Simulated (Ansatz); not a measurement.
# Si2Ge3H12: one species, many methods

How much do the methods differ for Si2Ge3H12? The plan is to run it at one geometry with functionals of several rungs and with coupled cluster, and see how far each lands from CCSD(T) at the basis-set limit for the atomisation energy.

Computed with Ansatz 0.2.0, Gaussian basis. Level: functionals in def2-TZVPP, the program's frozen cores in correlated methods.

Levels to be run: LDA (SPW92), PBE-D4, revPBE-D4, BLYP-D4, r2SCAN-D4, B97M-V, PBE0-D4, B3LYP-D4, r2SCANh-D4, r2SCAN0-D4, HSE06-D4, BHLYP-D4, CAM-B3LYP-D4, LC-ωPBE, ωB97X-V, ωB97M-V, B2PLYP, PBE-QIDH; CCSD(T)/def2-SVP; CCSD(T)/def2-TZVPP; MP2/def2-QZVPP; extrapolation to the limit; RPA on PBE.

**1. Structure used throughout**

An earlier PBE0-D4 in a triple-zeta def2 set relaxation fixed the geometry.

SMILES `[GeH3][SiH2][GeH2][SiH2][GeH3]`, 17 atoms, charge 0, spin multiplicity 1.

Atoms are counted from 1 here; the program's logs count them from 0.

Bond lengths: Ge1–Si2 2.379 Å, Ge1–H6 1.538 Å, Ge1–H7 1.538 Å, Ge1–H8 1.538 Å, Si2–Ge3 2.381 Å, Si2–H9 1.489 Å, Si2–H10 1.489 Å, Ge3–Si4 2.381 Å, Ge3–H11 1.541 Å, Ge3–H12 1.541 Å, Si4–Ge5 2.379 Å, Si4–H13 1.489 Å, Si4–H14 1.489 Å, Ge5–H15 1.538 Å, Ge5–H16 1.538 Å, Ge5–H17 1.538 Å. Angles: Si2–Ge1–H6 110.2°, Si2–Ge1–H7 111.5°, Si2–Ge1–H8 109.9°, H6–Ge1–H7 108.5°, H6–Ge1–H8 108.1°, H7–Ge1–H8 108.4°, Ge1–Si2–Ge3 109.7°, Ge1–Si2–H9 109.1°, Ge1–Si2–H10 110.0°, Ge3–Si2–H9 108.7°, Ge3–Si2–H10 111.0°, H9–Si2–H10 108.3°, Si2–Ge3–Si4 108.6°, Si2–Ge3–H11 110.3°, Si2–Ge3–H12 109.9°, Si4–Ge3–H11 109.8°, Si4–Ge3–H12 110.3°, H11–Ge3–H12 108.0° and more.

**2. LDA**

This LDA is Slater exchange with PW92 correlation.

Contents of in.yaml:

```yaml
crystal:
  periodic: [false, false, false]
  atoms:
    - {symbol: Ge, position_ang: [-2.095380, 0.674694, 1.517690]}
    - {symbol: Si, position_ang: [0.151125, 1.445035, 1.384223]}
    - {symbol: Ge, position_ang: [1.607031, -0.396940, 0.988518]}
    - {symbol: Si, position_ang: [0.746051, -1.667356, -0.831832]}
    - {symbol: Ge, position_ang: [0.250585, -0.219000, -2.652477]}
    - {symbol: H, position_ang: [-2.242376, -0.340878, 2.663603]}
    - {symbol: H, position_ang: [-3.075942, 1.833816, 1.763279]}
    - {symbol: H, position_ang: [-2.487702, -0.024730, 0.204821]}
    - {symbol: H, position_ang: [0.271471, 2.401715, 0.249476]}
    - {symbol: H, position_ang: [0.520245, 2.157232, 2.638383]}
    - {symbol: H, position_ang: [3.023796, 0.105509, 0.651227]}
    - {symbol: H, position_ang: [1.700254, -1.271312, 2.253500]}
    - {symbol: H, position_ang: [-0.505378, -2.344670, -0.393172]}
    - {symbol: H, position_ang: [1.717545, -2.710516, -1.261149]}
    - {symbol: H, position_ang: [-0.311992, -0.995437, -3.854947]}
    - {symbol: H, position_ang: [-0.789620, 0.828613, -2.219769]}
    - {symbol: H, position_ang: [1.520287, 0.524235, -3.101363]}
basis:
  gaussian: {orbitals: def2-TZVPP}
hamiltonian: {xc: lda}
output: {orbitals: {seedname: orbitals}}
```

Further steps of the session: PBE-D4 (GGA); revPBE-D4 (GGA); BLYP-D4 (GGA); r2SCAN-D4 (meta-GGA); B97M-V (meta-GGA); PBE0-D4 (hybrid); B3LYP-D4 (hybrid); r2SCANh-D4 (hybrid); r2SCAN0-D4 (hybrid); HSE06-D4 (hybrid); BHLYP-D4 (hybrid); CAM-B3LYP-D4 (range-separated); LC-ωPBE-D4 (range-separated); ωB97X-V (range-separated); ωB97M-V (range-separated); B2PLYP (double hybrid); PBE-QIDH (double hybrid); CCSD(T) in def2-SVP; CCSD(T) in def2-TZVPP; MP2 in def2-QZVPP; RPA on PBE orbitals.

Before running them: what should the planned runs give, taken together? Wanted: atomisation energy, CCSD(T)/CBS; farthest beyond LDA; mean size of error, GGA; mean size of error, meta-GGA; mean size of error, hybrid; mean size of error, range-separated; mean size of error, double hybrid; gap, smallest and largest; T1 diagnostic.

The runs gave:

| quantity | value |
| --- | --- |
| atomisation energy, CCSD(T)/CBS | 4652.2 kJ/mol |
| functionals within 46.5 kJ/mol (1.0 %) | r2SCAN-D4, B97M-V, r2SCANh-D4, r2SCAN0-D4, CAM-B3LYP-D4, ωB97X-V |
| farthest beyond LDA | revPBE-D4 (-169.1 kJ/mol) |
| mean size of error, GGA | 133.4 kJ/mol |
| mean size of error, meta-GGA | 29.8 kJ/mol |
| mean size of error, hybrid | 63.3 kJ/mol |
| mean size of error, range-separated | 58.9 kJ/mol |
| mean size of error, double hybrid | 102.5 kJ/mol |
| gap, smallest and largest | 5.63 eV (LDA (SPW92)), 12.06 eV (LC-ωPBE) |
| T1 diagnostic | 0.0124 |
| triples share of the correlation energy | 3.5 % |

In words: LDA overbinds by 479.1 kJ/mol (10 %). PBE-D4 is off by -101.4 kJ/mol. Double hybrids carry the basis error of their MP2 part in triple zeta, and no dispersion term here, so their miss is partly the set-up's. By mean error the best rung here is meta-GGA (29.8 kJ/mol) and the worst beyond LDA is GGA (133.4 kJ/mol). The reference freezes the cores and leaves out relativity and excitations past (T), and its outer-core shells are covered unevenly, so misses under about 46.5 kJ/mol can't be ranked. Hartree-Fock recovers 74 % of the binding; the rest is correlation. CCSD(T) in def2-SVP is off by -323.4 kJ/mol, which most functionals beat. Orbital gaps span 5.6 to 12.1 eV; exact exchange widens them. Correlated methods include outer-core shells of Ge, which these sets cover unevenly.
